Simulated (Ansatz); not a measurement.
# BHF2 + HCl: a complex and its separated parts, part 2 of 2

Ansatz 0.2.0, Gaussian basis. The steps go on from the part before.

## (14) wB97X-V/def2-TZVPP

The inputs:

parta/in.yaml

```yaml
crystal:
  periodic: [false, false, false]
  atoms:
    - {symbol: B, position_ang: [-0.183250, -0.661443, -0.875898]}
    - {symbol: F, position_ang: [0.789574, -0.196803, -1.625773]}
    - {symbol: F, position_ang: [-1.405578, -0.251275, -1.125426]}
    - {symbol: H, position_ang: [0.036662, -1.432494, 0.004975]}
basis:
  gaussian: {orbitals: def2-TZVPP}
hamiltonian: {xc: {name: wB97X-V}}
```

partb/in.yaml

```yaml
crystal:
  periodic: [false, false, false]
  atoms:
    - {symbol: Cl, position_ang: [0.258199, 1.652324, 1.312731]}
    - {symbol: H, position_ang: [0.504295, 0.889693, 2.309393]}
basis:
  gaussian: {orbitals: def2-TZVPP}
hamiltonian: {xc: {name: wB97X-V}}
```

One command serves all of them, each in its own folder.

On the command line:

```console
$ ansatz run in.yaml --threads 2 --pin off --events-out ev --progress --plain --max-ram 4352MiB
```

parta printed, cut to the lines that bear on the results:

```text
Functional definition: wB97X-V
  name "wB97X-V"
  cite "Mardirossian & Head-Gordon, Phys. Chem. Chem. Phys. 16, 9904 (2014) doi:10.1039/C3CP54374A"
  cite "Becke, J. Chem. Phys. 107, 8554 (1997) doi:10.1063/1.475007"
  cite "Vydrov & Van Voorhis, J. Chem. Phys. 133, 244103 (2010) doi:10.1063/1.3521275"
[...]
      + integral(e_c_pw_opposite_spin*poly(b97_u_opposite, cos0, cos1)) + vv10(b, c)
540 factors; their error is unknown
121 factors; integrals over basis functions are off by at most 1.4e-5 eV
[...]
mean field -6130.02316276 eV, -225.2741961525 hartree, gradient 2.1e-5 eV, S^2 0.000000; 0 other end points of the search recorded, 0 dependent functions left out
reference -6130.02316122 eV, -225.2741960958 hartree; 12, 12 occupied and 95, 95 virtual orbitals, 540 factors
Total energy: -6130.02316122 eV, -225.2741960958 hartree
```

Output in partb, cut to the lines that bear on the results:

```text
[... 5 set-up lines as earlier in the session ...]
[...]
      + integral(e_c_pw_opposite_spin*poly(b97_u_opposite, cos0, cos1)) + vv10(b, c)
369 factors; their error is unknown
62 factors; integrals over basis functions are off by at most 9.0e-5 eV
[...]
mean field -12537.61272725 eV, -460.7487694274 hartree, gradient 5.7e-5 eV, S^2 0.000000; 0 other end points of the search recorded, 0 dependent functions left out
reference -12537.61272630 eV, -460.7487693925 hartree; 9, 9 occupied and 47, 47 virtual orbitals, 369 factors
Total energy: -12537.61272630 eV, -460.7487693925 hartree
```

Times: 2.3 s (parta), 0.75 s (partb) on 2 threads of AMD EPYC 7R43, shared host.

## (15) wB97M-V/def2-TZVPP

The same edit goes into each in.yaml of step 14 (parta, partb):

```diff
-hamiltonian: {xc: {name: wB97X-V}}
+hamiltonian: {xc: {name: wB97M-V}}
```

Each run has its own folder and the same command.

On the command line:

```console
$ ansatz run in.yaml --threads 2 --pin off --events-out ev --progress --plain --max-ram 4352MiB
```

Log of parta, cut to the lines that bear on the results:

```text
Functional definition: wB97M-V
  name "wB97M-V"
  cite "Mardirossian & Head-Gordon, J. Chem. Phys. 144, 214110 (2016) doi:10.1063/1.4952647"
[... 2 set-up lines as earlier in the session ...]
  # Of w^i u^j: cxij and so on, Table III.
[...]
  gx(w, u) = 1 - cx + cx01*u + cx10*w
[...]
      + integral(e_c_pw_mod_opposite_spin*gos(b97_w_opposite, b97_u_opposite)) + vv10(b, c)
540 factors; their error is unknown
121 factors; integrals over basis functions are off by at most 1.4e-5 eV
[...]
mean field -6130.44731280 eV, -225.2897833791 hartree, gradient 1.6e-5 eV, S^2 0.000000; 0 other end points of the search recorded, 0 dependent functions left out
reference -6130.44735126 eV, -225.2897847924 hartree; 12, 12 occupied and 95, 95 virtual orbitals, 540 factors
Total energy: -6130.44735126 eV, -225.2897847924 hartree
```

Log of partb, cut to the lines that bear on the results:

```text
[... 5 set-up lines as earlier in the session ...]
  # Of w^i u^j: cxij and so on, Table III.
[...]
  gx(w, u) = 1 - cx + cx01*u + cx10*w
[...]
      + integral(e_c_pw_mod_opposite_spin*gos(b97_w_opposite, b97_u_opposite)) + vv10(b, c)
369 factors; their error is unknown
62 factors; integrals over basis functions are off by at most 9.0e-5 eV
[...]
mean field -12538.73838864 eV, -460.7901367204 hartree, gradient 5.7e-5 eV, S^2 0.000000; 0 other end points of the search recorded, 0 dependent functions left out
reference -12538.73841169 eV, -460.7901375673 hartree; 9, 9 occupied and 47, 47 virtual orbitals, 369 factors
Total energy: -12538.73841169 eV, -460.7901375673 hartree
```

Wall times: 2.3 s (parta), 0.8 s (partb) on 2 threads of AMD EPYC 7R43, shared host.

## (16) B2PLYP/def2-TZVPP

Each input of step 15 (parta, partb) changes in the same lines:

```diff
-hamiltonian: {xc: {name: wB97M-V}}
+hamiltonian: {xc: {name: B2PLYP}}
```

The same command starts each run, in its folder.

On the command line:

```console
$ ansatz run in.yaml --threads 2 --pin off --events-out ev --progress --plain --max-ram 4352MiB
```

parta printed, cut to the lines that bear on the results:

```text
Functional definition: B2PLYP
  name "B2PLYP"
  cite "Grimme, J. Chem. Phys. 124, 034108 (2006) doi:10.1063/1.2148954"
[... 2 set-up lines as earlier in the session ...]
[...]
690 factors; integrals over basis functions are off by at most 1.2e-3 eV
[...]
mean field -6123.46019193 eV, -225.0330114230 hartree, gradient 2.6e-6 eV, S^2 0.000000; 0 other end points of the search recorded, 0 dependent functions left out
3 core orbitals not correlated: weight in the atoms' cores, before any rotation towards them, 1.000 or more for the frozen orbitals, at most 0.000 for the correlated occupied ones
reference -6123.46030661 eV, -225.0330156375 hartree; 9, 9 occupied and 95, 95 virtual orbitals, 690 factors
second order -19.17560636 eV of doubles, -0.00000000 eV of singles
Total energy: -6128.63772033 eV, -225.2232820822 hartree
```

Log of partb, cut to the lines that bear on the results:

```text
[... 5 set-up lines as earlier in the session ...]
[...]
322 factors; integrals over basis functions are off by at most 1.4e-3 eV
[...]
mean field -12534.13735375 eV, -460.6210518067 hartree, gradient 9.7e-6 eV, S^2 0.000000; 0 other end points of the search recorded, 0 dependent functions left out
5 core orbitals not correlated: weight in the atoms' cores, before any rotation towards them, 1.000 or more for the frozen orbitals, at most 0.000 for the correlated occupied ones
reference -12534.13745050 eV, -460.6210553625 hartree; 4, 4 occupied and 47, 47 virtual orbitals, 322 factors
second order -6.68493496 eV of doubles, -0.00000000 eV of singles
Total energy: -12535.94238294 eV, -460.6873854063 hartree
```

They took 1.2 s (parta), 0.45 s (partb) on 2 threads of AMD EPYC 7R43, shared host.

## (17) PBE-QIDH/def2-TZVPP

The same edit goes into each in.yaml of step 16 (parta, partb):

```diff
-hamiltonian: {xc: {name: B2PLYP}}
+hamiltonian: {xc: {name: PBE-QIDH}}
```

The same command starts each run, in its folder.

On the command line:

```console
$ ansatz run in.yaml --threads 2 --pin off --events-out ev --progress --plain --max-ram 4352MiB
```

Output in parta, cut to the lines that bear on the results:

```text
Functional definition: PBE-QIDH
  name "PBE-QIDH"
  cite "Brémond, Sancho-García, Pérez-Jiménez & Adamo, J. Chem. Phys. 141, 031101 (2014) doi:10.1063/1.4890314"
[... 1 set-up line as earlier in the session ...]
[...]
690 factors; integrals over basis functions are off by at most 1.2e-3 eV
[...]
mean field -6119.22297446 eV, -224.8772965530 hartree, gradient 2.3e-6 eV, S^2 0.000000; 0 other end points of the search recorded, 0 dependent functions left out
3 core orbitals not correlated: weight in the atoms' cores, before any rotation towards them, 1.000 or more for the frozen orbitals, at most 0.000 for the correlated occupied ones
reference -6119.22298271 eV, -224.8772968563 hartree; 9, 9 occupied and 95, 95 virtual orbitals, 690 factors
second order -17.94294514 eV of doubles, -0.00000000 eV of singles
Total energy: -6125.20396442 eV, -225.0970938802 hartree
```

Output in partb, cut to the lines that bear on the results:

```text
[... 4 set-up lines as earlier in the session ...]
[...]
322 factors; integrals over basis functions are off by at most 1.4e-3 eV
[...]
mean field -12531.03295192 eV, -460.5069671440 hartree, gradient 2.4e-6 eV, S^2 0.000000; 0 other end points of the search recorded, 0 dependent functions left out
5 core orbitals not correlated: weight in the atoms' cores, before any rotation towards them, 1.000 or more for the frozen orbitals, at most 0.000 for the correlated occupied ones
reference -12531.03295829 eV, -460.5069673780 hartree; 4, 4 occupied and 47, 47 virtual orbitals, 322 factors
second order -6.22516154 eV of doubles, -0.00000000 eV of singles
Total energy: -12533.10801214 eV, -460.5832242003 hartree
```

Times: 1.2 s (parta), 0.45 s (partb) on 2 threads of AMD EPYC 7R43, shared host.

## (18) RPA on PBE/def2-TZVPP

Each input of step 17 (parta, partb) changes in the same lines:

```diff
-hamiltonian: {xc: {name: PBE-QIDH}}
+hamiltonian: {xc: pbe}
+correlation: {method: rpa}
```

The same command starts each run, in its folder.

On the command line:

```console
$ ansatz run in.yaml --threads 2 --pin off --events-out ev --progress --plain --max-ram 4352MiB
```

parta printed, cut to the lines that bear on the results:

```text
[... 4 set-up lines as earlier in the session ...]
[...]
690 factors; integrals over basis functions are off by at most 1.2e-3 eV
[...]
mean field -6125.67700523 eV, -225.1144778091 hartree, gradient 8.8e-7 eV, S^2 0.000000; 0 other end points of the search recorded, 0 dependent functions left out
3 core orbitals not correlated: weight in the atoms' cores, before any rotation towards them, 1.000 or more for the frozen orbitals, at most 0.000 for the correlated occupied ones
reference -6104.35265333 eV, -224.3308223309 hartree; 9, 9 occupied and 95, 95 virtual orbitals, 690 factors
Total energy: -6129.10316963 eV, -225.2403870285 hartree
```

Output in partb, cut to the lines that bear on the results:

```text
[... 4 set-up lines as earlier in the session ...]
[...]
322 factors; integrals over basis functions are off by at most 1.4e-3 eV
[...]
mean field -12534.30962797 eV, -460.6273827678 hartree, gradient 3.3e-6 eV, S^2 0.000000; 0 other end points of the search recorded, 0 dependent functions left out
5 core orbitals not correlated: weight in the atoms' cores, before any rotation towards them, 1.000 or more for the frozen orbitals, at most 0.000 for the correlated occupied ones
reference -12519.65923004 eV, -460.0889905741 hartree; 4, 4 occupied and 47, 47 virtual orbitals, 322 factors
Total energy: -12529.02200923 eV, -460.4330663632 hartree
```

They took 1.1 s (parta), 0.45 s (partb) on 2 threads of AMD EPYC 7R43, shared host.

## (19) CCSD(T)/def2-TZVPP

Each input of step 18 (parta, partb) changes in the same lines:

```diff
-hamiltonian: {xc: pbe}
-correlation: {method: rpa}
+correlation: {method: ccsd_t}
```

One command serves all of them, each in its own folder.

On the command line:

```console
$ ansatz run in.yaml --threads 2 --pin off --events-out ev --progress --plain --max-ram 4352MiB
```

Log of parta, cut to the lines that bear on the results:

```text
Functional definition: HF
  name "HF"
  cite "Fock, Z. Phys. 61, 126 (1930) doi:10.1007/BF01340294"
[... 1 set-up line as earlier in the session ...]
[...]
690 factors; integrals over basis functions are off by at most 1.2e-3 eV
[...]
mean field -6105.31261577 eV, -224.3661002999 hartree, gradient 1.0e-6 eV, S^2 0.000000; 0 other end points of the search recorded, 0 dependent functions left out
3 core orbitals not correlated: weight in the atoms' cores, before any rotation towards them, 1.000 or more for the frozen orbitals, at most 0.000 for the correlated occupied ones
reference -6105.31261577 eV, -224.3661002999 hartree; 9, 9 occupied and 95, 95 virtual orbitals, 690 factors
second order -16.20494465 eV of doubles, -0.00000000 eV of singles
cycle   1  -16.03646724 eV  change    1.7e-1 eV  update   8.1e-2
[...]
cycle   9  -16.41682151 eV  change   -3.2e-6 eV  update   6.2e-6
perturbative correction -0.46354154 eV, -0.0170348376 hartree
Total energy: -6122.19297882 eV, -224.9864422001 hartree
```

partb printed, cut to the lines that bear on the results:

```text
[... 4 set-up lines as earlier in the session ...]
[...]
322 factors; integrals over basis functions are off by at most 1.4e-3 eV
[...]
mean field -12519.93377957 eV, -460.0990800833 hartree, gradient 2.9e-6 eV, S^2 0.000000; 0 other end points of the search recorded, 0 dependent functions left out
5 core orbitals not correlated: weight in the atoms' cores, before any rotation towards them, 1.000 or more for the frozen orbitals, at most 0.000 for the correlated occupied ones
reference -12519.93377957 eV, -460.0990800833 hartree; 4, 4 occupied and 47, 47 virtual orbitals, 322 factors
second order -5.53926302 eV of doubles, -0.00000000 eV of singles
cycle   1  -5.96028827 eV  change   -4.2e-1 eV  update   3.9e-2
[...]
cycle   7  -6.10183256 eV  change   -5.8e-6 eV  update   7.9e-6
perturbative correction -0.21572450 eV, -0.0079277291 hartree
Total energy: -12526.25133663 eV, -460.3312460229 hartree
```

Times: 2.6 s (parta), 0.5 s (partb) on 2 threads of AMD EPYC 7R43, shared host.

## (20) Vibrations of BHF2

Contents of vib-parta/in.yaml:

```yaml
crystal:
  periodic: [false, false, false]
  atoms:
    - {symbol: B, position_ang: [-0.183250, -0.661443, -0.875898]}
    - {symbol: F, position_ang: [0.789574, -0.196803, -1.625773]}
    - {symbol: F, position_ang: [-1.405578, -0.251275, -1.125426]}
    - {symbol: H, position_ang: [0.036662, -1.432494, 0.004975]}
basis:
  gaussian: {orbitals: def2-TZVP}
hamiltonian: {xc: pbe0, dispersion: d4}
phonons: {temperatures: {t_min: 298.15, t_max: 900, t_step: 200}}
```

On the command line:

```console
$ ansatz run in.yaml --threads 2 --pin off --events-out ev --progress --plain --max-ram 4352MiB
```

Log, cut to the lines that bear on the results:

```text
[... 5 set-up lines as earlier in the session ...]
[...]
525 factors; their error is unknown
[...]
mean field -6125.84377676 eV, -225.1206065500 hartree, gradient 1.0e-5 eV, S^2 0.000000; 0 other end points of the search recorded, 0 dependent functions left out
[...]
Atom 1 at     0.789574    -0.196803    -1.625773 Å, force     0.000393    -0.000072     0.000008 eV/Å
Atom 2 at    -1.405578    -0.251275    -1.125426 Å, force    -0.000347    -0.000090     0.000177 eV/Å
Atom 3 at     0.036662    -1.432494     0.004975 Å, force     0.000300    -0.001051     0.001201 eV/Å
Dipole moment:     0.034161    -0.119774     0.136833 e Å
Vibrations: 539.30 925.07 1088.19 1187.15 1444.54 2694.38 cm⁻¹, zero-point energy 0.488414 eV
```

Run time: 6 s. Hardware: 2 threads of AMD EPYC 7R43, shared host.

Wavenumbers and character of the modes:

| mode | wavenumber (cm⁻¹) | character |
| --- | --- | --- |
| 1 | 539 | bend |
| 2 | 925 | out-of-plane bend |
| 3 | 1088 | bend |
| 4 | 1187 | B–F stretch |
| 5 | 1445 | B–F stretch |
| 6 | 2694 | B–H stretch |

Vibrational sums (real modes only):

| T (K) | entropy (J/mol/K) | heat capacity (J/mol/K) |
| --- | --- | --- |
| 298 | 3.4 | 9.3 |
| 498 | 11.1 | 21.3 |
| 698 | 19.8 | 29.6 |
| 898 | 27.9 | 35.0 |

## (21) Vibrations of HCl

Contents of vib-partb/in.yaml:

```yaml
crystal:
  periodic: [false, false, false]
  atoms:
    - {symbol: Cl, position_ang: [0.258199, 1.652324, 1.312731]}
    - {symbol: H, position_ang: [0.504295, 0.889693, 2.309393]}
basis:
  gaussian: {orbitals: def2-TZVP}
hamiltonian: {xc: pbe0, dispersion: d4}
phonons: {temperatures: {t_min: 298.15, t_max: 900, t_step: 200}}
```

On the command line:

```console
$ ansatz run in.yaml --threads 2 --pin off --events-out ev --progress --plain --max-ram 4352MiB
```

Log, cut to the lines that bear on the results:

```text
[... 5 set-up lines as earlier in the session ...]
[...]
312 factors; their error is unknown
[...]
mean field -12535.31645841 eV, -460.6643831038 hartree, gradient 4.2e-5 eV, S^2 0.000000; 0 other end points of the search recorded, 0 dependent functions left out
[...]
reference -12535.31637403 eV, -460.6643800032 hartree; 9, 9 occupied and 34, 34 virtual orbitals, 312 factors
Total energy: -12535.32105166 eV, -460.6645519027 hartree
Atom 0 at     0.258199     1.652324     1.312731 Å, force    -0.000006     0.000017    -0.000022 eV/Å
Atom 1 at     0.504295     0.889693     2.309393 Å, force     0.000006    -0.000017     0.000022 eV/Å
Dipole moment:     0.050536    -0.156606     0.204664 e Å
Vibrations: 2997.01 cm⁻¹, zero-point energy 0.185791 eV
```

Wall time 2.4 s (2 threads of AMD EPYC 7R43, shared host).

Wavenumbers and character of the modes:

| mode | wavenumber (cm⁻¹) | character |
| --- | --- | --- |
| 1 | 2997 | Cl–H stretch |

Vibrational sums (real modes only):

| T (K) | entropy (J/mol/K) | heat capacity (J/mol/K) |
| --- | --- | --- |
| 298 | 0.0 | 0.0 |
| 498 | 0.0 | 0.1 |
| 698 | 0.1 | 0.7 |
| 898 | 0.4 | 1.6 |

## (22) Complex less separated parts

The complex's own energies come from single points at the same levels.

Rows are in def2-TZVPP; times add the 3 runs of a level on a shared host, so small differences are noise.

Differences are taken before rounding.

| method | rung | complex less parts (kcal/mol) | from CCSD(T) (kcal/mol) | time |
| --- | --- | --- | --- | --- |
| SPW92 | LDA | -2.98 | -1.59 | 1.6 s |
| PBE-D4 | GGA | -1.99 | -0.60 | 2.1 s |
| BLYP-D4 | GGA | -1.75 | -0.36 | 2.6 s |
| r2SCAN-D4 | meta-GGA | -1.88 | -0.49 | 5.1 s |
| B97M-V | meta-GGA | -1.87 | -0.48 | 8.9 s |
| PBE0-D4 | hybrid | -1.76 | -0.37 | 3.1 s |
| B3LYP-D4 | hybrid | -1.73 | -0.35 | 3.2 s |
| r2SCAN0-D4 | hybrid | -1.78 | -0.39 | 5 s |
| BHLYP-D4 | hybrid | -1.79 | -0.40 | 3 s |
| CAM-B3LYP-D4 | range-separated hybrid | -1.75 | -0.36 | 3.2 s |
| wB97X-V | range-separated hybrid | -1.75 | -0.36 | 7.2 s |
| wB97M-V | range-separated hybrid | -1.86 | -0.47 | 7.6 s |
| B2PLYP | double hybrid | -0.86 | +0.53 | 4.3 s |
| PBE-QIDH | double hybrid | -1.17 | +0.22 | 4.7 s |
| RPA on PBE | RPA | -1.09 | +0.30 | 4.2 s |
| Hartree-Fock | wavefunction | 0.10 | +1.49 |  |
| MP2 | wavefunction | -1.43 | -0.04 |  |
| CCSD | wavefunction | -1.16 | +0.23 |  |
| CCSD(T) | wavefunction | -1.39 | 0 | 16 s |

Among the levels timed on like hardware and quicker than the yardstick, those that no quicker one beats, quickest first: SPW92 (1.6 s, -1.59 kcal/mol); PBE-D4 (2.1 s, -0.60 kcal/mol); BLYP-D4 (2.6 s, -0.36 kcal/mol); CAM-B3LYP-D4 (3.2 s, -0.36 kcal/mol); B3LYP-D4 (3.2 s, -0.35 kcal/mol); RPA on PBE (4.2 s, +0.30 kcal/mol); PBE-QIDH (4.7 s, +0.22 kcal/mol).

For cost: PBE-QIDH gets within 0.22 kcal/mol in 4.7 s, where CCSD(T) took 16 s; the quickest level in the cost chart, SPW92, takes 1.6 s and misses by 1.59 kcal/mol.

The complex's zero-point energy, from a separate PBE0-D4 run, is 0.700 eV.

## (23) Outcome

This closing draws on all 2 parts.

```
                              quantity           value
complex less parts, CCSD(T)/def2-TZVPP  -1.39 kcal/mol
                with zero-point energy  -0.81 kcal/mol
                 largest T1 diagnostic           0.013
```

At CCSD(T) the complex lies 1.39 kcal/mol below its parts. The functionals run from PBE-QIDH, off by +0.22 kcal/mol, to SPW92, off by -1.59 kcal/mol, against CCSD(T). Mean unsigned error by rung: LDA 1.59, GGA 0.48, meta-GGA 0.48, hybrid 0.38, range-separated hybrid 0.39, double hybrid 0.38 kcal/mol. PBE-D4 gives a relative energy 0.60 kcal/mol too low, an error of 43 % of the reference. The complex's frequency run has imaginary modes: the structure is no minimum, so both the energy and the zero-point correction are in doubt. No counterpoise was applied, and triple zeta lacks some correlation, so the CCSD(T) reference has a basis error of its own, and close matches with it are partly luck.
